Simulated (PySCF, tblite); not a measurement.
**C₅H₇BF₃ radical: geometry, infrared bands and EPR parameters**

What infrared bands and EPR parameters should C₅H₇BF₃ radical (`CB[C]=CCC(F)(F)F`) show?

Computed with tblite 0.8.0 and PySCF 2.14.0, with density-fitted response routines of our own, on a single molecule in the gas phase. Atoms are numbered from 0 throughout.

**1. The starting structure**

16 atoms, charge 0, multiplicity 2; geometry from: force field or distance geometry start.

Bonds of the start (Å): C0–B1 1.60, B1–C2 1.57, C2–C3 1.35, C3–C4 1.50, C4–C5 1.53, C5–F6 1.38, C5–F7 1.37, C5–F8 1.38, C0–H9 1.10, C0–H10 1.11, C0–H11 1.11, B1–H12 1.16, C3–H13 1.09, C4–H14 1.10, C4–H15 1.11.

**2. Optimising the geometry with GFN2-xTB**

What the job is given:

```
{"job": {"kind": "relax", "xc": "GFN2-xTB", "basis": "xTB"}, "charge": 0, "multiplicity": 2}
C      3.159700     0.434800     0.771800
B      1.711500     0.200000     0.131000
C      0.449400     0.246000     1.062200
C     -0.824300     0.070500     0.640700
C     -1.199300    -0.233100    -0.776500
C     -2.713700    -0.397300    -0.959100
F     -3.164800    -1.444800    -0.184800
F     -2.986000    -0.658800    -2.279100
F     -3.356700     0.762100    -0.583100
H      3.920400     0.360900    -0.014900
H      3.187800     1.446800     1.226800
H      3.344500    -0.330300     1.553700
H      1.617900    -0.022300    -1.006700
H     -1.600600     0.129800     1.397800
H     -0.698500    -1.158900    -1.108000
H     -0.854800     0.603700    -1.420200
```

Launch:

```console
> OMP_NUM_THREADS=1 python probes_run.py task.json out
```

One launch serves the whole session: the jobs run in the order shown.

Output:

```text
step      E/eV     max force
  0    -804.70818    2.772
  1    -804.95857    1.864
  2    -805.06073    0.630
  3    -805.08326    0.411
  4    -805.09169    0.185
  5    -805.09408    0.175
  6    -805.10249    0.261
  7    -805.10834    0.257
  8    -805.11437    0.172
  9    -805.11893    0.169
 10    -805.12428    0.255
 11    -805.13008    0.314
 12    -805.13659    0.289
 13    -805.14298    0.194
 14    -805.14852    0.159
 15    -805.15334    0.189
 16    -805.15801    0.218
 17    -805.16188    0.170
 18    -805.16486    0.147
 19    -805.16747    0.176
 20    -805.17004    0.150
 21    -805.17295    0.151
 22    -805.17649    0.145
 23    -805.18059    0.133
 24    -805.18504    0.157
 25    -805.19002    0.173
 26    -805.19615    0.213
 27    -805.20390    0.220
 28    -805.21320    0.314
 29    -805.22399    0.371
 30    -805.23754    0.367
 31    -805.25598    0.395
 32    -805.27883    0.439
 33    -805.30245    0.537
 34    -805.26501    1.150
 35    -805.33665    0.693
 36    -805.35791    0.323
 37    -805.38411    0.311
 38    -805.43869    0.575
 39    -805.46707    0.406
 40    -805.48844    0.423
 41    -805.51905    0.367
 42    -805.54153    0.286
 43    -805.55588    0.266
 44    -805.56516    0.289
 45    -805.57354    0.266
 46    -805.58120    0.185
 47    -805.58962    0.211
 48    -805.59680    0.249
 49    -805.60235    0.297
 50    -805.60839    0.329
 51    -805.61724    0.311
 52    -805.62816    0.272
 53    -805.63852    0.205
 54    -805.64862    0.292
 55    -805.65829    0.329
 56    -805.66994    0.307
 57    -805.68326    0.275
 58    -805.69414    0.174
 59    -805.70016    0.227
 60    -805.70491    0.189
 61    -805.70965    0.178
 62    -805.71535    0.151
 63    -805.72017    0.171
 64    -805.72551    0.155
 65    -805.73113    0.155
 66    -805.73609    0.177
 67    -805.73968    0.143
 68    -805.74280    0.148
 69    -805.74592    0.124
 70    -805.74859    0.112
 71    -805.75031    0.103
 72    -805.75145    0.097
 73    -805.75282    0.097
 74    -805.75459    0.107
 75    -805.75680    0.109
 76    -805.75882    0.109
 77    -805.76046    0.114
 78    -805.76186    0.111
 79    -805.76316    0.084
 80    -805.76418    0.055
 81    -805.76487    0.066
 82    -805.76541    0.061
 83    -805.76608    0.072
 84    -805.76729    0.088
 85    -805.76857    0.099
 86    -805.76969    0.071
 87    -805.77065    0.072
 88    -805.77156    0.072
 89    -805.77261    0.097
 90    -805.77386    0.109
 91    -805.77523    0.100
 92    -805.77665    0.100
 93    -805.77808    0.099
 94    -805.77938    0.085
 95    -805.78035    0.091
 96    -805.78118    0.087
 97    -805.78204    0.069
 98    -805.78337    0.058
 99    -805.78419    0.076
100    -805.78552    0.067
101    -805.78653    0.070
102    -805.78732    0.046
103    -805.78772    0.045
104    -805.78798    0.038
105    -805.78824    0.094
106    -805.78870    0.065
107    -805.78926    0.055
108    -805.78997    0.058
109    -805.79053    0.069
110    -805.79146    0.078
111    -805.79212    0.057
112    -805.79256    0.044
113    -805.79283    0.042
114    -805.79305    0.033
115    -805.79325    0.030
116    -805.79343    0.032
117    -805.79363    0.046
118    -805.79386    0.044
119    -805.79407    0.042
120    -805.79421    0.040
121    -805.79438    0.037
122    -805.79461    0.036
123    -805.79500    0.046
124    -805.79557    0.058
125    -805.79623    0.052
126    -805.79678    0.047
127    -805.79725    0.058
128    -805.79778    0.054
129    -805.79837    0.064
130    -805.79892    0.089
131    -805.79945    0.081
132    -805.80007    0.067
133    -805.80098    0.083
134    -805.80264    0.125
135    -805.80527    0.159
136    -805.80816    0.189
137    -805.80985    0.150
138    -805.81031    0.212
139    -805.81326    0.227
140    -805.81532    0.096
141    -805.81673    0.090
142    -805.81871    0.077
143    -805.81996    0.090
144    -805.82062    0.107
145    -805.82187    0.093
146    -805.82341    0.087
147    -805.82451    0.078
148    -805.80921    0.508
149    -805.82540    0.060
150    -805.82565    0.028
151    -805.82602    0.026
152    -805.82627    0.039
153    -805.82639    0.025
154    -805.82650    0.020
155    -805.82653    0.012
156    -805.82654    0.010
```

Wall time 0.75 s (1 thread of Arm Neoverse V2, shared host).

The steps of the relaxation: (not every step is listed)

| step | energy from step 0 (eV) | largest force (eV/Å) |
| --- | --- | --- |
| 0 | 0.0000 | 2.7718 |
| 1 | -0.2504 | 1.8635 |
| 2 | -0.3526 | 0.6298 |
| 3 | -0.3751 | 0.4111 |
| 4 | -0.3835 | 0.1850 |
| 5 | -0.3859 | 0.1746 |
| 6 | -0.3943 | 0.2610 |
| 7 | -0.4002 | 0.2571 |
| 8 | -0.4062 | 0.1723 |
| 22 | -0.4683 | 0.1448 |
| 36 | -0.6497 | 0.3231 |
| 50 | -0.9002 | 0.3290 |
| 64 | -1.0173 | 0.1550 |
| 78 | -1.0537 | 0.1106 |
| 92 | -1.0685 | 0.1003 |
| 106 | -1.0805 | 0.0650 |
| 120 | -1.0860 | 0.0398 |
| 134 | -1.0945 | 0.1250 |
| 148 | -1.1010 | 0.5077 |
| 151 | -1.1178 | 0.0261 |
| 152 | -1.1181 | 0.0387 |
| 153 | -1.1182 | 0.0250 |
| 154 | -1.1183 | 0.0195 |
| 155 | -1.1184 | 0.0122 |
| 156 | -1.1184 | 0.0098 |

Distances of close pairs at the start and the end, largest changes first:

| bond | before (Å) | after (Å) | change (Å) |
| --- | --- | --- | --- |
| B1–C2 | 1.569 | 1.467 | -0.103 |
| C2–C3 | 1.353 | 1.294 | -0.059 |
| C5–F6 | 1.379 | 1.339 | -0.039 |
| C5–F8 | 1.378 | 1.342 | -0.036 |
| C5–F7 | 1.373 | 1.344 | -0.029 |
| C0–H11 | 1.109 | 1.087 | -0.023 |
| C0–H10 | 1.110 | 1.090 | -0.020 |
| C4–H15 | 1.111 | 1.093 | -0.018 |

The next job starts from the end point, and lists it.

**3. Vibrational analysis with GFN2-xTB**

What the job is given:

```
{"job": {"kind": "ir", "xc": "GFN2-xTB", "basis": "xTB"}, "charge": 0, "multiplicity": 2}
C      2.705267     0.076056     1.286106
B      2.151014     0.425686    -0.157874
C      0.714358     0.639552    -0.360458
C     -0.555969     0.814608    -0.533391
C     -1.471201    -0.122523    -1.293101
C     -2.492896    -0.727199    -0.347835
F     -1.929070    -1.446596     0.631050
F     -3.338655    -1.552624    -0.988324
F     -3.253121     0.203730     0.249032
H      3.525966    -0.635990     1.238753
H      3.103584     0.972075     1.762158
H      1.939602    -0.320197     1.947907
H      2.885418     0.531088    -1.067176
H     -1.070070     1.671977    -0.101815
H     -0.902904    -0.937002    -1.743450
H     -2.018923     0.416303    -2.070129
```

Output:

```text
mode    cm-1     km/mol
  1      26.7      1.36
  2      38.3      0.88
  3      40.0      0.34
  4      85.7      2.15
  5     121.0      0.58
  6     142.7      1.63
  7     222.3      1.43
  8     308.5      1.41
  9     337.3      2.99
 10     404.7      6.43
 11     472.4      6.61
 12     473.7     10.19
 13     505.0      9.70
 14     566.1     22.44
 15     590.5     17.98
 16     720.9     17.72
 17     780.4     14.24
 18     818.9     65.73
 19     826.0     53.05
 20     883.6      8.20
 21     904.5     13.22
 22     976.0     27.71
 23    1019.0    147.13
 24    1042.7     95.48
 25    1050.5    242.70
 26    1147.0     85.74
 27    1170.9     93.43
 28    1178.7    199.23
 29    1229.5     54.51
 30    1280.0     25.85
 31    1371.9      8.76
 32    1425.3      8.76
 33    1483.0     11.62
 34    1486.1      6.68
 35    1839.1     34.67
 36    2595.7    112.47
 37    2942.5      3.27
 38    2978.3      5.44
 39    2998.9     24.90
 40    3014.4      5.95
 41    3030.6     27.89
 42    3041.1     27.15
```

It took 0.37 s on 1 thread of Arm Neoverse V2, shared host.

Which atoms move in the most intense modes:

| cm⁻¹ | km/mol | atoms |
| --- | --- | --- |
| 819 | 65.7 | H10 20 %, B1 13 %, H9 12 %, C4 11 % |
| 1019 | 147.1 | H15 23 %, C5 17 %, C4 12 %, H12 11 % |
| 1043 | 95.5 | H14 23 %, C3 22 %, C5 18 %, C4 13 % |
| 1050 | 242.7 | C5 62 %, F7 18 % |
| 1147 | 85.7 | H13 41 %, B1 25 % |
| 1171 | 93.4 | C5 35 %, H14 28 %, H15 12 % |
| 1179 | 199.2 | C5 68 %, H15 10 % |
| 2596 | 112.5 | H12 92 % |

**4. EPR parameters: B3LYP/pcH-1**

The job, as its differences from that of step 3:

```diff
@@ -1,2 +1,2 @@
-{"job": {"kind": "ir", "xc": "GFN2-xTB", "basis": "xTB"}, "charge": 0, "multiplicity": 2}
+{"job": {"kind": "epr", "basis": "pcH-1"}, "charge": 0, "multiplicity": 2}
 C      2.705267     0.076056     1.286106
```

Level: UKS B3LYP, pcH-1 on B C F H, non-relativistic, mean-field spin-orbit, GIAO.

Output:

```text
UKS, coarse grid
  cycle   1  E = -518.91897972  |g| = 7.06e-01
  cycle   2  E = -518.70807237  |g| = 1.11e+00
  cycle   3  E = -519.09461331  |g| = 8.31e-02
  cycle   4  E = -519.09641791  |g| = 5.65e-02
  cycle   5  E = -519.09784309  |g| = 1.69e-02
  cycle   6  E = -519.09800156  |g| = 4.09e-03
  cycle   7  E = -519.09801799  |g| = 1.65e-03
  cycle   8  E = -519.09802455  |g| = 8.66e-04
UKS, final grid
  cycle   1  E = -519.09808943  |g| = 7.85e-04
  cycle   2  E = -519.09808979  |g| = 9.12e-04
  cycle   3  E = -519.09809029  |g| = 2.30e-04
  cycle   4  E = -519.09809044  |g| = 1.99e-04
  cycle   5  E = -519.09809052  |g| = 9.54e-05
  cycle   6  E = -519.09809053  |g| = 9.89e-06
E = -519.09809053 Eh   <S^2> = 0.7543 (exact 0.7500)
g shifts (ppm)      1          2          3
  rmc          -126       -126       -126
  gc             34          8         24
  oz_so         -80          7        234
  total        -172       -112        132
hyperfine (MHz)  atom isotope    a_iso     a_fc   dipolar eigenvalues
    0   13C       2.35       2.35     -2.46     -0.98      3.44
    1   11B     -11.85     -11.85    -14.83     -7.40     22.23
    2   13C      35.85      35.85    -63.66    -54.07    117.73
    3   13C     -41.61     -41.61     -8.70      2.73      5.97
    4   13C      69.07      69.07     -6.03     -5.54     11.57
    5   13C       4.39       4.39     -0.78     -0.37      1.15
    6   19F      -1.12      -1.12     -2.00      0.02      1.98
    7   19F      18.74      18.74     -8.61     -8.25     16.86
    8   19F       3.67       3.67     -2.35     -1.06      3.41
    9    1H      25.19      25.19     -2.58     -1.43      4.01
   10    1H      30.08      30.08     -3.37     -2.64      6.02
   11    1H       4.98       4.98     -3.42     -2.06      5.48
   12    1H       5.37       5.37     -8.66     -3.11     11.77
   13    1H     136.51     136.51     -6.60     -1.30      7.90
   14    1H      -4.60      -4.60     -5.62     -1.13      6.75
   15    1H      -8.27      -8.27     -3.31     -2.24      5.56
```

It took 70 s on 1 thread of Arm Neoverse V2, shared host; peak memory 1.1 GiB.

Principal g values 2.00215, 2.00221, 2.00245; g(iso) = 2.00227, against 2.00232 for a free electron.

Hyperfine couplings; where a row names several nuclei, a(iso) is their mean (it holds for fast rotation or exchange) and the dipolar term the largest among them:

| nuclei | isotope | a(iso) (MHz) | a(iso) (G, at g = 2.0023) | largest dipolar term (MHz) |
| --- | --- | --- | --- | --- |
| H13 | 1H | 136.5 | 48.7 | 7.9 |
| C4 | 13C | 69.1 | 24.6 | 11.6 |
| C3 | 13C | -41.6 | -14.8 | -8.7 |
| C2 | 13C | 35.9 | 12.8 | 117.7 |
| H9, H10, H11 | 1H | 20.1 | 7.2 | 6.0 |
| B1 | 11B | -11.9 | -4.2 | 22.2 |
| F6, F7, F8 | 19F | 7.1 | 2.5 | 16.9 |
| H14, H15 | 1H | -6.4 | -2.3 | 6.7 |
| H12 | 1H | 5.4 | 1.9 | 11.8 |
| C5 | 13C | 4.4 | 1.6 | 1.2 |
| C0 | 13C | 2.4 | 0.8 | 3.4 |

Mulliken spin populations:

C0 -0.01; B1 0.19; C2 0.80; C3 -0.10; C4 0.05; C5 0.00; F6 0.00; F7 0.00; F8 0.00; H9 0.01; H10 0.01; H11 0.00; H12 0.00; H13 0.06; H14 0.00; H15 0.00

In first order the couplings over 0.8 MHz of 1H, 11B, 19F give 768 distinct lines over 97.0 G, if the averaged nuclei exchange fast; the same motion can average rows kept apart here too.

The fields below are evaluated on a grid from the run's orbitals.

ELF in a plane through or near 7 of the atoms.

Values, 10 rows by 14 columns:
```
0.00 0.00 0.00 0.00 0.00 0.00 0.00 0.00 0.00 0.00 0.00 0.00 0.00 0.00
0.00 0.00 0.00 0.00 0.01 0.00 0.00 0.00 0.01 0.03 0.00 0.00 0.00 0.00
0.00 0.00 0.01 0.11 0.91 0.62 0.00 0.02 0.43 0.65 0.02 0.00 0.00 0.00
0.00 0.01 0.12 0.42 1.00 0.76 0.01 0.02 0.72 0.64 0.13 0.07 0.03 0.00
0.00 0.02 0.31 0.46 0.34 0.11 0.43 0.33 0.05 0.40 0.37 0.27 0.12 0.00
0.00 0.00 0.11 0.39 0.88 0.65 0.41 0.63 0.82 0.64 0.12 0.08 0.02 0.00
0.00 0.00 0.01 0.18 0.74 0.61 0.57 0.61 0.66 0.94 0.93 0.02 0.00 0.00
0.00 0.00 0.01 0.83 0.99 0.25 0.28 0.33 0.06 0.92 0.98 0.05 0.00 0.00
0.00 0.00 0.00 0.15 0.60 0.03 0.00 0.01 0.00 0.02 0.01 0.00 0.00 0.00
0.00 0.00 0.00 0.00 0.00 0.00 0.00 0.00 0.00 0.00 0.00 0.00 0.00 0.00
```
The map spans 12.5 Å across and 8.6 Å up, centred on the molecule. Atoms in the plane (x, y in Å): C0 (-3.0, 0.6), B1 (-2.1, -0.7), C2 (-0.7, -0.7), C4 (1.8, -0.7), C5 (2.5, 0.7), H11 (-2.4, 1.5), H15 (2.5, -1.4).

On the surface of density 0.002 e/bohr³ the electrostatic potential runs, from the 1st to the 99th percentile, from -0.59 V near F6 to 1.26 V near H15.

The spin density lies nearest to C2 59 %; B1 18 %.

**5. Outcome**

| quantity | value |
| --- | --- |
| strongest single infrared mode (GFN2-xTB) | 1050 cm⁻¹, 243 km/mol |
| zero-point energy (GFN2-xTB) | 68.0 kcal/mol |
| g(iso) (B3LYP) | 2.00227 |
| ⟨S²⟩ | 0.754 (exact 0.75) |
| largest a(iso) (averaged by class) | 1H on H13, 136.5 MHz |
| potential on the surface of density 0.002 e/bohr³, 1st and 99th percentile | -0.59 V and 1.26 V |

In words: The optimisation took 156 steps and gained 1.118 eV; among the close pairs (by a distance rule), B1–C2 changed most, from 1.569 to 1.467 Å. All 42 modes are real, so the xTB geometry is a minimum. The strongest single mode, at 1050 cm⁻¹, moves mainly C5. Unscaled tight-binding wavenumbers are off by several per cent, some by more. Its intensities can rank the bands wrongly. C2 carries the largest spin population, 0.80 e. The isotropic g lies 0.1 ppt below the free-electron value. These values are for one conformer; the search (at its own cheap level) found 1 more, at 0.07 kcal/mol, and measured spectra average over such forms.
